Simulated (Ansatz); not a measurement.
# CaHI: the cost of one run

Computed with Ansatz 0.2.0 (DFT PBEsol, scalar-relativistic, plane waves, PAW, unless a step's input says otherwise).

2 further runs of the same task are left out: 2 set aside as unsound or not needed.

## Step 1: The system as given

Symmetry: P4/nmm, No. 129, tetragonal system. Conventional cell: a = 3.970 Å, b = 3.970 Å, c = 8.779 Å, α = 90.00°, β = 90.00°, γ = 90.00°. Around Ca (site symmetry 4mm) lie 4 H at 2.32 Å and 4 I at 3.21 Å. H (site symmetry -4m2) is surrounded by 4 Ca at 2.32 Å. I (site symmetry 4mm) is surrounded by 4 Ca at 3.21 Å.

Structure file:

```xyz
6
Lattice="3.9703 0.0000 0.0000 0.0000 3.9703 0.0000 0.0000 0.0000 8.7787" Properties=species:S:1:pos:R:3 pbc="T T T"
Ca    0.0000    1.9851    1.1928
Ca    1.9851    0.0000    7.5859
H     0.0000    0.0000    0.0000
H     1.9851    1.9851    0.0000
I     0.0000    1.9851    6.0341
I     1.9851    0.0000    2.7446
```

This cell was relaxed beforehand with the same method: volume 23.06 Å³/atom, gap on the mesh 3.08 eV.

## Step 2: Bands, states and charges

The input, input.yaml:

```yaml
crystal:
  lattice:
    - [3.970283188, 0.0, 0.0]
    - [0.0, 3.970283188, 0.0]
    - [0.0, 0.0, 8.7786573898]
  atoms:
    - { symbol: Ca, position: [0.0, 0.5, 0.1358717192] }
    - { symbol: Ca, position: [0.5, 0.0, 0.8641282808] }
    - { symbol: H, position: [0.0, 0.0, 0.0] }
    - { symbol: H, position: [0.5, 0.5, 0.0] }
    - { symbol: I, position: [0.0, 0.5, 0.687360572] }
    - { symbol: I, position: [0.5, 0.0, 0.312639428] }
basis:
  ecutwfc: 420
kpoints:
  mp_grid: { grid: [6, 6, 4] }
  band_path:
    path:
      - [[0.0, 0.0, 0.0], [0.0, 0.5, 0.0], [0.5, 0.5, 0.0], [0.0, 0.0, 0.0], [0.0, 0.0, 0.5], [0.0, 0.5, 0.5], [0.5, 0.5, 0.5], [0.0, 0.0, 0.5]]
      - [[0.0, 0.5, 0.0], [0.0, 0.5, 0.5]]
      - [[0.5, 0.5, 0.0], [0.5, 0.5, 0.5]]
    npoints: 14
hamiltonian:
  xc: pbesol
scf:
  occupations: { method: gaussian, width: 0.02 }
  n_extra_bands: 15
output:
  forces: true
  stress: true
  eigenvalues: true
  populations: true
  dos: { projected: true, de: 0.02, nscf_kmesh: { grid: [9, 9, 6] } }
  bader: true
  write_density: true
  write_potential: true
  elf: true
  volumetric_format: npy
```

Command:

```
$ ansatz run input.yaml --threads 1 --pin off --max-ram 2560MiB --backend cpu --events-out ev --progress --plain --runs-dir out
```

**Question.** How long does this run take on 1 thread of Arm Neoverse V1, shared host, and how much memory does it need?

About 79 s, with a peak of 0.62 GiB.
